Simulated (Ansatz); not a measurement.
# C₂H₆OSi₂: one species, many methods

Aim: compute C₂H₆OSi₂ with functionals from several rungs and with coupled cluster. The yardstick is the atomisation energy at the CCSD(T) limit.

Method: functionals in def2-TZVPP, the program's frozen cores in correlated methods; program: Ansatz 0.2.0, Gaussian basis.

The runs, in order: LDA (SPW92), PBE-D4, revPBE-D4, BLYP-D4, r2SCAN-D4, B97M-V, PBE0-D4, B3LYP-D4, r2SCANh-D4, r2SCAN0-D4, HSE06-D4, BHLYP-D4, CAM-B3LYP-D4, LC-ωPBE, ωB97X-V, ωB97M-V, B2PLYP, PBE-QIDH; CCSD(T)/def2-SVP; CCSD(T)/def2-TZVPP; MP2/def2-QZVPP; extrapolation to the limit; RPA on PBE.

**1. The relaxed structure**

All runs share one geometry, relaxed beforehand with PBE0-D4 in a triple-zeta def2 set.

SMILES `O[SiH2]C#C[SiH3]`, 11 atoms, charge 0, spin multiplicity 1.

Atoms are counted from 1 here; the program's logs count them from 0.

Bond lengths: O1–Si2 1.641 Å, O1–H6 0.958 Å, Si2–C3 1.830 Å, Si2–H7 1.485 Å, Si2–H8 1.477 Å, C3–C4 1.215 Å, C4–Si5 1.826 Å, Si5–H9 1.483 Å, Si5–H10 1.483 Å, Si5–H11 1.483 Å. Angles: Si2–O1–H6 117.9°, O1–Si2–C3 111.3°, O1–Si2–H7 112.0°, O1–Si2–H8 106.2°, C3–Si2–H7 106.9°, C3–Si2–H8 109.7°, H7–Si2–H8 110.8°, Si2–C3–C4 179.3°, C3–C4–Si5 179.7°, C4–Si5–H9 109.2°, C4–Si5–H10 109.2°, C4–Si5–H11 109.0°, H9–Si5–H10 109.8°, H9–Si5–H11 109.7°, H10–Si5–H11 109.8°.

As a file:

```xyz
11
C2H6OSi2
O    -1.9146   -1.8875    1.4991
Si   -0.3228   -1.4953    1.5766
C     0.1294   -0.2903    0.2752
C     0.4247    0.5212   -0.5795
Si    0.8728    1.7330   -1.8697
H    -2.5540   -1.1741    1.5120
H     0.0365   -0.8793    2.8789
H     0.4219   -2.7544    1.3693
H     1.6071    2.8611   -1.2469
H     1.7309    1.0730   -2.8832
H    -0.3666    2.2355   -2.5111
```

**2. LDA**

This LDA is Slater exchange with PW92 correlation.

in.yaml reads:

```yaml
crystal:
  periodic: [false, false, false]
  atoms:
    - {symbol: O, position_ang: [-1.914593, -1.887523, 1.499063]}
    - {symbol: Si, position_ang: [-0.322844, -1.495329, 1.576626]}
    - {symbol: C, position_ang: [0.129445, -0.290294, 0.275184]}
    - {symbol: C, position_ang: [0.424728, 0.521225, -0.579489]}
    - {symbol: Si, position_ang: [0.872811, 1.733012, -1.869745]}
    - {symbol: H, position_ang: [-2.553987, -1.174107, 1.511956]}
    - {symbol: H, position_ang: [0.036476, -0.879322, 2.878923]}
    - {symbol: H, position_ang: [0.421898, -2.754427, 1.369311]}
    - {symbol: H, position_ang: [1.607094, 2.861113, -1.246904]}
    - {symbol: H, position_ang: [1.730920, 1.073013, -2.883216]}
    - {symbol: H, position_ang: [-0.366647, 2.235540, -2.511109]}
basis:
  gaussian: {orbitals: def2-TZVPP}
hamiltonian: {xc: lda}
output: {orbitals: {seedname: orbitals}}
```

On the command line:

```
$ ansatz run in.yaml --threads 4 --pin off --events-out ev --progress --plain --max-ram 10444MiB
```

Further steps of the session: PBE-D4 (GGA); revPBE-D4 (GGA); BLYP-D4 (GGA); r2SCAN-D4 (meta-GGA); B97M-V (meta-GGA); B3LYP-D4 (hybrid); r2SCANh-D4 (hybrid); r2SCAN0-D4 (hybrid); HSE06-D4 (hybrid); BHLYP-D4 (hybrid); CAM-B3LYP-D4 (range-separated); LC-ωPBE (range-separated); ωB97X-V (range-separated); ωB97M-V (range-separated); B2PLYP (double hybrid); PBE-QIDH (double hybrid); CCSD(T) in def2-SVP; CCSD(T) in def2-TZVPP; MP2 in def2-QZVPP; RPA on PBE orbitals.

Before running them: what should the planned runs give, taken together? Wanted: atomisation energy, CCSD(T)/CBS; farthest beyond LDA; mean size of error, GGA; mean size of error, meta-GGA; mean size of error, hybrid; mean size of error, range-separated; mean size of error, double hybrid; gap, smallest and largest; T1 diagnostic.

**Answer**, as computed:

```
                               quantity                                                        value
        atomisation energy, CCSD(T)/CBS                                                4114.3 kJ/mol
 functionals within 20.6 kJ/mol (0.5 %)  r2SCAN-D4, B97M-V, B3LYP-D4, CAM-B3LYP-D4, ωB97X-V, ωB97M-V
                    farthest beyond LDA                                     BHLYP-D4 (-122.3 kJ/mol)
                mean size of error, GGA                                                  39.1 kJ/mol
           mean size of error, meta-GGA                                                   6.9 kJ/mol
             mean size of error, hybrid                                                  56.3 kJ/mol
    mean size of error, range-separated                                                  16.6 kJ/mol
      mean size of error, double hybrid                                                  48.6 kJ/mol
              gap, smallest and largest                    4.98 eV (LDA (SPW92)), 12.10 eV (LC-ωPBE)
                          T1 diagnostic                                                       0.0125
triples share of the correlation energy                                                        4.1 %
```

In words: The LDA atomisation energy is off by 503.4 kJ/mol (12 %): it overbinds. PBE-D4 misses by +21.1 kJ/mol. Double hybrids carry the basis error of their MP2 part in triple zeta, and no dispersion term here, so their miss is partly the set-up's. The rungs meta-GGA, range-separated miss on average by less than the doubt on the reference (20.6 kJ/mol), so they tie. The reference freezes the cores and leaves out relativity and excitations past (T), so misses under about 20.6 kJ/mol can't be ranked. Hartree-Fock recovers 74 % of the binding; the rest is correlation. CCSD(T) in def2-SVP is off by -275.9 kJ/mol, worse than the median functional, from the basis alone. Orbital gaps span 5.0 to 12.1 eV; exact exchange widens them.
